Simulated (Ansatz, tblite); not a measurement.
# SnBrH3 (SnH₃Br): removing an electron

One table from this session's results is given with a row withheld; the runs are named, their logs left out.

Program: Ansatz 0.2.0, Gaussian basis. Level of theory: as each input shows. These are calculated values, not measurements.

Levels to be run: charge +1 doublet, at the geometry of the singlet (PBE0-D4/def2-TZVP, PBE-D4/def2-TZVP, r2SCAN-D4/def2-TZVP, CCSD(T)/def2-TZVPP); the starting singlet's energies come from earlier runs.

## The relaxed structure

The singlet was relaxed beforehand with r2SCAN-D4/def2-TZVP.

5 atoms, charge 0, spin multiplicity 1.

Atoms are counted from 1 here; the program's logs count them from 0.

Bond lengths: Sn1–Br2 2.488 Å, Sn1–H3 1.700 Å, Sn1–H4 1.700 Å, Sn1–H5 1.700 Å. Angles: Br2–Sn1–H3 106.4°, Br2–Sn1–H4 106.3°, Br2–Sn1–H5 106.3°, H3–Sn1–H4 112.4°, H3–Sn1–H5 112.4°, H4–Sn1–H5 112.4°.

Sn takes a core potential in the def2 sets. No spin-orbit coupling is included.

Set-up of the first run:

in.yaml reads:

```yaml
crystal:
  periodic: [false, false, false]
  atoms:
    - {symbol: Sn, position_ang: [-0.001117, 0.001977, -0.210533]}
    - {symbol: Br, position_ang: [0.012518, -0.021128, 2.277667]}
    - {symbol: H, position_ang: [1.627262, 0.011186, -0.698069]}
    - {symbol: H, position_ang: [-0.823468, 1.416431, -0.671424]}
    - {symbol: H, position_ang: [-0.815195, -1.408465, -0.697642]}
basis:
  gaussian: {orbitals: def2-TZVP}
total_charge: 1
magnetization: {spin_polarized: true, initial_magnetization: 1}
hamiltonian: {xc: pbe0, dispersion: d4}
output: {orbitals: {seedname: orbitals}}
```

Started as:

```sh
> ansatz run in.yaml --threads 4 --pin off --events-out ev --progress --plain --max-ram 3916MiB
```

Steps of the session up to this table: Charge +1 doublet at the fixed geometry, PBE0-D4/def2-TZVP; Charge +1 doublet at the fixed geometry, PBE-D4/def2-TZVP; Charge +1 doublet at the fixed geometry, r2SCAN-D4/def2-TZVP; Charge +1 doublet at the fixed geometry, CCSD(T)/def2-TZVPP.

One table of the session follows, with a row left open; its other results are not shown here.

It belongs to the step «Vertical ionisation energy». 

```
             method  vertical ionisation energy (eV)
      HF/def2-TZVPP                                ?
   PBE-D4/def2-TZVP                            10.16
r2SCAN-D4/def2-TZVP                            10.35
  PBE0-D4/def2-TZVP                            10.41
     MP2/def2-TZVPP                            10.62
    CCSD/def2-TZVPP                            10.44
 CCSD(T)/def2-TZVPP                            10.48
```

**Question.** Estimate the row for HF/def2-TZVPP.

**Answer.** vertical ionisation energy (eV): 9.62. In the column «vertical ionisation energy (eV)» it is the lowest.
